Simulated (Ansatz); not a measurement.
# BAs (zinc blende): the cost of one run

Program: Ansatz 0.2.0. Level of theory: DFT LDA, scalar-relativistic, plane waves, PAW. These are calculated values, not measurements.

## Step 1: The structure to begin with

It takes space group F-43m (No. 216, cubic). Conventional cell: a = 4.778 Å, b = 4.778 Å, c = 4.778 Å, α = 90.00°, β = 90.00°, γ = 90.00°. B (site symmetry -43m) has 4 As at 2.07 Å as nearest neighbours. As (site symmetry -43m) is surrounded by 4 B at 2.07 Å.

Coordinates:

```
B As
1.0
     0.00000    2.38900    2.38900
     2.38900    0.00000    2.38900
     2.38900    2.38900    0.00000
B As
1 1
Direct
  0.00000 0.00000 0.00000
  0.25000 0.25000 0.25000
```

## Step 2: Phonons: BAs (zinc blende), no spin

input.yaml reads:

```yaml
crystal:
  lattice:
    - [0.0, 2.389, 2.389]
    - [2.389, 0.0, 2.389]
    - [2.389, 2.389, 0.0]
  atoms:
    - { symbol: B, position: [0.0, 0.0, 0.0] }
    - { symbol: As, position: [0.25, 0.25, 0.25] }
scf:
  occupations: { method: fixed }
output: {}
hamiltonian:
  xc: lda
basis:
  ecutwfc: 520
kpoints:
  mp_grid: { grid: [12, 12, 12] }
phonons:
  method: dfpt
  dielectric: true
  eigenvectors: false
  rigid_motions: translations
```

The run is started by

```sh
ansatz run input.yaml --threads 4 --pin off --max-ram 8192MiB --backend cpu --events-out ev --progress --plain --runs-dir out
```

What time and memory should one allow on 4 threads of Intel Xeon Platinum 8259CL at 2.50GHz (Skylake/Cascade Lake), shared host?

About 27 s, with a peak of 0.8 GiB.
